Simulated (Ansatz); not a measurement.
# Bi2Te3: the cost of one run

Program: Ansatz 0.2.0. Level of theory: DFT r²SCAN, frozen-core PAW and all-electron LAPW, scalar-relativistic unless said. These are calculated values, not measurements.

### 1 Starting point

Symmetry: R-3m, No. 166, trigonal system. Conventional cell: a = 4.386 Å, b = 4.386 Å, c = 30.497 Å, α = 90.00°, β = 90.00°, γ = 120.00°. Around Bi (site symmetry 3m) lie 6 Te at 3.07 to 3.25 Å. Around Te (site symmetry -3m) lie 6 Bi at 3.25 Å. Around Te (site symmetry 3m) lie 3 Bi at 3.07 Å.

Coordinates:

```cif
data_structure
_symmetry_space_group_name_H-M 'R-3m:H'
_symmetry_Int_Tables_number 166
_cell_length_a 4.3860
_cell_length_b 4.3860
_cell_length_c 30.4970
_cell_angle_alpha 90.000
_cell_angle_beta 90.000
_cell_angle_gamma 120.000
_cell_volume 508.07
loop_
_atom_site_label
_atom_site_type_symbol
_atom_site_symmetry_multiplicity
_atom_site_Wyckoff_symbol
_atom_site_fract_x
_atom_site_fract_y
_atom_site_fract_z
_atom_site_occupancy
Bi1 Bi 6 c 0.66667 0.33333 0.73333 1
Te1 Te 3 a 0.00000 0.00000 0.00000 1
Te2 Te 6 c 0.33333 0.66667 0.87617 1
```

Cartesian axes are those of the input's lattice vectors. The structure goes back to a database entry.

### 2 Cell and atoms relaxed, PAW

File input.yaml:

```yaml
crystal:
  lattice:
    - [2.193, 1.26612914033, 10.1656666667]
    - [-2.193, 1.26612914033, 10.1656666667]
    - [0.0, -2.53225828067, 10.1656666667]
  atoms:
    - { symbol: Bi, position: [0.4, 0.4, 0.4] }
    - { symbol: Bi, position: [0.6, 0.6, 0.6] }
    - { symbol: Te, position: [0.0, 0.0, 0.0] }
    - { symbol: Te, position: [0.2095, 0.2095, 0.2095] }
    - { symbol: Te, position: [0.7905, 0.7905, 0.7905] }
kpoints:
  mp_grid: { grid: [8, 8, 8] }
scf:
  occupations: { method: fermi_dirac, width: 0.08 }
hamiltonian:
  xc: r2scan
  pseudopotentials: { kind: paw }
relax:
  f_tol: 0.002
  max_steps: 80
  cell: {}
output:
  forces: true
  stress: true
```

Launch:

```console
$ ansatz run input.yaml --threads 2 --pin off --max-ram 6144MiB --backend cpu --events-out ev --progress --plain --runs-dir out
```

**Question.** How long does this run take on 2 threads of Arm Neoverse V1, shared host, and how much memory does it need?

About 3.9 min, with a peak of 1.2 GiB.
